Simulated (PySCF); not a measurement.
# C3H8AlN: the cost of one run

The runs use PySCF 2.14.0, with density-fitted response routines of our own; the level of theory stands in each step. All values are computed, except where a source is named. Atoms count from 0, in the outputs and in this text.

### 1 Starting geometry

13 atoms, charge 0, multiplicity 1; geometry from: GFN2-xTB. The atoms were then displaced at random by about 0.03 Å, so the start is not that level's minimum.

Bonds of the start (Å): C0–C1 1.62, C1–C2 1.47, C2–N3 0.99, N3–Al4 2.09, C0–H5 0.98, C0–H6 1.08, C0–H7 1.14, C1–H8 1.12, C1–H9 1.13, Al4–H10 1.63, Al4–H11 1.55, Al4–H12 1.59.

### 2 Geometry optimisation at PBE0-D3(BJ)/def2-SVP

What the job is given:

```
{"job": {"xc": "PBE0", "basis": "def2-SVP", "d3": "d3bj", "grid": 1, "shake": 0.03, "kind": "geom"}, "charge": 0, "multiplicity": 1}
C      2.263160    -0.617690    -0.072040
C      1.336190     0.408390     0.765370
C     -0.086810     0.332520     0.388960
N     -1.023030     0.254100     0.084470
Al    -3.045490     0.051530    -0.416210
H      2.731420    -1.223160     0.541310
H      1.603650    -1.123120    -0.759600
H      2.964490     0.031180    -0.697180
H      1.667130     1.474440     0.690210
H      1.431290     0.179840     1.866220
H     -3.665400     0.868220     0.846930
H     -3.094600    -1.494080    -0.317000
H     -3.060140     0.806680    -1.813270
```

Launch:

```console
$ OMP_NUM_THREADS=1 python probes_run.py task.json out
```

This one command runs all jobs of the session in turn.

Q: Estimate the wall time and peak memory of this first job on 1 thread of Arm Neoverse V1, shared host.

About 74 s, with a peak of 0.44 GiB.
